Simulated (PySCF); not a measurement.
# C7H7O2: the cost of one run

Programs: PySCF 2.14.0, with routines of our own; each step states its level. All values are computed. Atoms count from 0.

## (1) The starting structure

16 atoms, charge -1, multiplicity 1; geometry from: GFN2-xTB.

## (2) Relaxing the molecule at PBE0-D3(BJ)/def2-SVP

The job: settings as JSON, then the geometry in Å.

```
{"job": {"xc": "PBE0", "basis": "def2-SVP", "d3": "d3bj", "grid": 2, "kind": "geom"}, "charge": -1, "multiplicity": 1}
O      4.345591    -1.074230    -0.753355
C      3.152515    -0.957297    -0.456953
C      2.325823     0.140626    -0.766576
C      0.989890     0.290393    -0.443673
C      0.160226    -0.585379     0.246892
C     -1.182366    -0.361959     0.534891
C     -1.968945     0.729347     0.219536
C     -3.328015     0.807998     0.584803
O     -4.001626    -0.019804     1.202077
H      2.664903    -1.781932     0.106142
H      2.805923     0.942874    -1.316248
H      0.530690     1.216318    -0.775169
H      0.583402    -1.519682     0.592445
H     -1.700914    -1.142181     1.083005
H     -1.558758     1.568362    -0.325356
H     -3.825940     1.755490     0.256127
```

The run is started by

```
$ OMP_NUM_THREADS=1 python excited_run.py task.json out
```

This one command runs all jobs of the session in turn.

Q: Estimate the wall time and peak memory of this first job on 1 thread of Arm Neoverse V1, shared host.

About 79 s, with a peak of 0.77 GiB.
